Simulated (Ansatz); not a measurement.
# ScSi2O3: from a guess to a relaxed structure

The task: take a trial cell of ScSi2O3 to zero force and stress.

Method: DFT PBE, scalar-relativistic, plane waves, PAW, in Ansatz 0.2.0.

## 1. The starting structure

It takes space group P4mm (No. 99, tetragonal). The conventional cell has a = 3.173 Å, b = 3.173 Å, c = 6.747 Å, α = 90.00°, β = 90.00°, γ = 90.00°. Sc (site symmetry 4mm) is surrounded by 5 Si at 2.37 to 2.41 Å. Around Si (site symmetry 4mm) lie 4 Sc at 2.37 Å and 5 O at 2.38 to 2.42 Å. Around Si (site symmetry 4mm) lie 8 O at 2.37 to 2.39 Å and 1 Sc at 2.41 Å. O (site symmetry 2mm) is surrounded by 4 O at 2.24 Å and 4 Si at 2.38 to 2.39 Å. O (site symmetry 4mm) is surrounded by 5 Si at 2.37 to 2.42 Å.

Coordinates:

```cif
data_structure
_symmetry_space_group_name_H-M 'P 1'
_symmetry_Int_Tables_number 1
_cell_length_a 3.1728
_cell_length_b 3.1728
_cell_length_c 6.7468
_cell_angle_alpha 90.000
_cell_angle_beta 90.000
_cell_angle_gamma 90.000
_cell_volume 67.92
loop_
_atom_site_label
_atom_site_type_symbol
_atom_site_fract_x
_atom_site_fract_y
_atom_site_fract_z
_atom_site_occupancy
Sc1 Sc 0.00000 0.00000 0.62175 1
Si1 Si 0.50000 0.50000 0.73655 1
Si2 Si 0.00000 0.00000 0.26487 1
O1 O 0.50000 0.00000 0.99985 1
O2 O 0.00000 0.50000 0.99985 1
O3 O 0.50000 0.50000 0.37714 1
```

Recipe of the guess: species swapped into a database cell of Zr2As3Se (P4mm, No. 99), with Si on the Zr sites, O on the As sites and Sc on the Se sites. Lengths come from tabulated atomic sizes and are only a guess.

## 2. A first look at the guess

The input, input.yaml:

```yaml
crystal:
  lattice:
    - [3.17282265, 0.0, 0.0]
    - [0.0, 3.17282265, 0.0]
    - [0.0, 0.0, 6.74677784]
  atoms:
    - { symbol: Sc, position: [0.0, 0.0, 0.62174702] }
    - { symbol: Si, position: [0.5, 0.5, 0.73654699] }
    - { symbol: Si, position: [0.0, 0.0, 0.26486701] }
    - { symbol: O, position: [0.5, 0.0, 0.99985099] }
    - { symbol: O, position: [0.0, 0.5, 0.99985099] }
    - { symbol: O, position: [0.5, 0.5, 0.377139] }
basis:
  ecutwfc: 420
kpoints:
  mp_grid: { grid: [6, 6, 4] }
hamiltonian:
  xc: pbe
scf:
  occupations: { method: gaussian, width: 0.1 }
  lower_state_search: "off"
output:
  forces: true
  stress: true
  eigenvalues: true
```

Launch:

```bash
ansatz run input.yaml --threads 1 --pin off --max-ram 2560MiB --backend cpu --events-out ev --progress --plain --runs-dir out
```

The session goes on with these runs: spin check on a coarse mesh; rough relaxation on the coarse mesh; full relaxation.

Q: Predict the outcome of this session. Wanted: conventional cell; volume; energy over the elements; gap on the mesh.

**Answer**, as computed:

| quantity | value |
| --- | --- |
| symmetry at the end (tolerance 0.05 Å) | space group P4mm (No. 99) |
| conventional cell | a = 3.207 Å, b = 3.207 Å, c = 7.887 Å, α = 90.00°, β = 90.00°, γ = 90.00° |
| volume | 13.52 Å³/atom |
| energy over the elements (uncorrected; H, N, O, F and Cl as molecules) | -1.54 eV/atom |
| gap on the mesh | none (metal) |

**Reading.** The space group P4mm (No. 99) is kept, and the volume per atom grows by 19.5 % from the first guess. It lies below the elements, which doesn't yet make it stable: competing phases were not computed in this session. No finished test with a distortion of lower symmetry is shown, so the end may be a saddle point. Some metallic runs here have no spin polarisation while others do, so their energies compare only roughly. Layers here are held mostly by dispersion, which this level lacks, so their spacing and the stiffness across them are unreliable there. Other magnetic orders were not searched.
